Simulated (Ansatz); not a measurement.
# Co5Si3: the cost of one run

Method: DFT PBE, scalar-relativistic, plane waves, PAW, in Ansatz 0.2.0.

## Step 1: Starting point

The cell holds 16 atoms (Co10Si6): a = 6.034 Å, b = 5.868 Å, c = 6.116 Å, α = 87.52°, β = 89.83°, γ = 89.74°.

It is the last frame of an earlier stage of the same melt, run at 1010 K.

Structure file:

```
Co Si
1.0
     6.03385    0.01324    0.00895
     0.01324    5.86667    0.12947
     0.00895    0.12947    6.11427
Co Si
10 6
Cartesian
  2.9965 4.5722 5.6610
  4.4543 5.1181 1.2462
  3.1901 1.7925 4.8150
  1.1799 3.3901 4.3459
  1.9658 4.1834 1.7058
  3.8997 2.3881 1.2718
  5.9156 1.1131 2.3234
  1.6689 5.6419 3.7256
  5.6239 1.5066 5.1984
  3.6692 3.5808 3.3169
  5.0094 3.6294 5.5497
  1.7508 2.2443 0.4284
  0.6770 5.4226 6.1250
  0.0211 3.6080 2.4293
  2.3207 1.6171 2.7207
  4.2643 5.8756 3.4218
```

## Step 2: Langevin stage at 300 K

One k point, a Fermi-Dirac width of 0.050 eV and a fixed cell.

input.yaml reads:

```yaml
crystal:
  lattice:
    - [6.033846, 0.013244, 0.008948]
    - [0.013244, 5.866666, 0.129466]
    - [0.008948, 0.129466, 6.114267]
  atoms:
    - { symbol: Co, position: [0.4936110815, 0.7581710445, 0.9090856642] }
    - { symbol: Co, position: [0.7360364933, 0.8666802129, 0.1843949217] }
    - { symbol: Co, position: [0.5269207457, 0.2871267537, 0.7806499795] }
    - { symbol: Co, position: [0.1932731084, 0.5619973702, 0.6985910939] }
    - { symbol: Co, position: [0.3238525852, 0.7065301512, 0.2635574763] }
    - { symbol: Co, position: [0.6451291927, 0.4012187845, 0.198563722] }
    - { symbol: Co, position: [0.9794610153, 0.1792538885, 0.3747727921] }
    - { symbol: Co, position: [0.2736320377, 0.9480788132, 0.588846968] }
    - { symbol: Co, position: [0.9302921648, 0.2360848685, 0.8438558146] }
    - { symbol: Co, position: [0.6060069712, 0.5973220728, 0.5289507471] }
    - { symbol: Si, position: [0.8275793775, 0.5970509568, 0.8938069772] }
    - { symbol: Si, position: [0.2892425571, 0.3805406405, 0.061586513] }
    - { symbol: Si, position: [0.1087622424, 0.9023851456, 0.9824950387] }
    - { symbol: Si, position: [0.0016025114, 0.6065143256, 0.3844779659] }
    - { symbol: Si, position: [0.3833788211, 0.2650909125, 0.4387963858] }
    - { symbol: Si, position: [0.70377099, 0.988072839, 0.5376894025] }
  symmetry: { detect: false }
basis:
  ecutwfc: 420
kpoints:
  mp_grid: { grid: [1, 1, 1], shift: [0.25, 0.25, 0.25] }
hamiltonian:
  xc: pbe
scf:
  occupations: { method: fermi_dirac, width: 0.05 }
  lower_state_search: "off"
  convergence: { dr2_threshold: 1.0e-06 }
output:
  forces: true
  stress: true
md:
  timestep: 3.0
  n_steps: 250
  ensemble: nvt_langevin
  friction: 0.03
  temperature: 300.0
  initial_velocities: maxwell_boltzmann
  seed: 88943
```

Command:

```
> ansatz run input.yaml --threads 2 --pin off --max-ram 5120MiB --backend cpu --events-out ev --progress --plain --runs-dir out
```

Q: Estimate wall time and peak memory on 2 threads of AMD EPYC 9R45 (Zen 5), shared host.

About 3.2 min, with a peak of 0.52 GiB.
